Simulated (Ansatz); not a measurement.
C2H5Al, SMILES [CH2]1[CH2][AlH]1: an atomisation energy, run with Ansatz's Python interface.

The script, `tae_c2h5al.py`:
```python
# -*- coding: utf-8 -*-
"""Energy to split C2H5Al into its atoms."""

from collections import Counter

import ansatz
from ase import Atoms


def energy(molecule, charge=0, unpaired=0):
    calc = molecule.calculation().basis(gaussian="cc-pVDZ").functional("cam_b3lyp")
    if charge:
        calc = calc.charge(charge)
    if unpaired:
        calc = calc.spin("collinear", total=unpaired)
    report = calc.run().report
    if report["published_state_doubts"]:
        print("  doubts:", report["published_state_doubts"])
    return report["free_energy_ev"]

atoms = Atoms(["C", "C", "Al", "H", "H", "H", "H", "H"], positions=[
    (-0.6744, 0.2455, -0.4445),
    (0.7058, 0.5297, -0.0039),
    (-0.1513, -1.0331, 0.8824),
    (-0.734, -0.0669, -1.5037),
    (-1.4386, 1.0533, -0.1216),
    (0.8353, 1.461, 0.6149),
    (1.4976, 0.3097, -0.7751),
    (0.0516, -2.5563, 1.2957),
])
c2h5al = ansatz.Crystal.molecule_from_ase(atoms)

# Hund ground states
unpaired = {"C": 2, "Al": 1, "H": 1}
counts = Counter(site.symbol for site in c2h5al.cartesian_sites)
atom_energy = {s: energy(ansatz.Crystal.molecule().atom(s, (0, 0, 0)), 0, unpaired[s]) for s in counts}
whole = energy(c2h5al, 0, 0)
for s, e in atom_energy.items():
    print(f"{s:2s} x{counts[s]}  {e:14.5f} eV")
print(f"C2H5Al: {whole:.5f} eV")
split = sum(counts[s] * e for s, e in atom_energy.items()) - whole
print(f"atomisation energy (no zero-point term): {23.060548 * split:.1f} kcal/mol, {split / sum(counts.values()):.3f} eV an atom")
```

What does it cost to take this molecule apart into atoms?

620.0 kcal/mol from the electronic energies, without the zero-point term.

The output:

Running `python tae_c2h5al.py` prints:
```text
C  x2     -1029.38945 eV
Al x1     -6595.03302 eV
H  x5       -13.54839 eV
C2H5Al: -8748.44076 eV
atomisation energy (no zero-point term): 620.0 kcal/mol, 3.361 eV an atom
```

What to keep in mind:
- Total energies depend on the basis set; only differences at equal settings carry meaning.
- The geometry is a force-field or estimated start, not a minimum of this method, and the basis set is short of its limit. All parts are taken at fixed geometry, without zero-point energy.
- For Al to Cl the sets with a tight d function, cc-pV(X+d)Z, are usual.
- Finished in 3 s on 1 thread of Arm Neoverse V1, with other jobs on the host, peak memory 0.21 GiB.
